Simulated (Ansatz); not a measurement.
# CaMg: the cost of one run

Program: Ansatz 0.2.0. Level of theory: DFT LDA, scalar-relativistic, plane waves, PAW. These are calculated values, not measurements.

28 further runs of the same task are left out: 28 set aside as unsound or not needed.

## Step 1: Starting point

The structure is cubic, space group Pm-3m (No. 221). Conventional cell: a = 3.858 Å, b = 3.858 Å, c = 3.858 Å, α = 90.00°, β = 90.00°, γ = 90.00°. Around Ca (site symmetry m-3m) lie 8 Mg at 3.34 Å. Mg (site symmetry m-3m) is surrounded by 8 Ca at 3.34 Å.

Structure file:

```cif
data_structure
_symmetry_space_group_name_H-M 'P 1'
_symmetry_Int_Tables_number 1
_cell_length_a 3.8583
_cell_length_b 3.8583
_cell_length_c 3.8583
_cell_angle_alpha 90.000
_cell_angle_beta 90.000
_cell_angle_gamma 90.000
_cell_volume 57.44
loop_
_atom_site_label
_atom_site_type_symbol
_atom_site_fract_x
_atom_site_fract_y
_atom_site_fract_z
_atom_site_occupancy
Ca1 Ca 0.00000 0.00000 0.00000 1
Mg1 Mg 0.50000 0.50000 0.50000 1
```

It goes back to an entry of the Materials Project, which need not be the stable form.

This cell was relaxed beforehand with the same method: volume 28.72 Å³/atom, gap on the mesh none (metal).

## Step 2: The scan

The energy is mapped over volume and the cell's shape.

- volume per atom: 7 values from 24.12 to 33.31 Å³
- c/a of the conventional cell: 9 values from 0.870 to 1.518

Nothing else is relaxed (symmetry fixes all fractional coordinates). Energies count from the relaxed crystal. Points are written as (first, second).

## Step 3: The run at (27.19 Å³, 0.870)

input.yaml reads:

```yaml
crystal:
  lattice:
    - [3.968125597, 0.0, 0.0]
    - [0.0, 3.968125597, 0.0]
    - [0.0, 0.0, 3.4530628945]
  atoms:
    - { symbol: Ca, position: [0.0, 0.0, 0.0] }
    - { symbol: Mg, position: [0.5, 0.5, 0.5] }
basis:
  ecutwfc: 520.0
kpoints:
  mp_grid: { grid: [14, 14, 14] }
hamiltonian:
  xc: lda
scf:
  occupations: { method: gaussian, width: 0.15 }
output:
  forces: true
  stress: true
  eigenvalues: true
```

Started as:

```bash
> ansatz run input.yaml --threads 1 --pin off --max-ram 2048MiB --backend cpu --events-out ev --progress --plain --runs-dir out
```

Q: Estimate wall time and peak memory on 1 thread of Intel Xeon Platinum 8488C (Sapphire Rapids), shared host.

About 7.8 s, with a peak of 0.56 GiB.
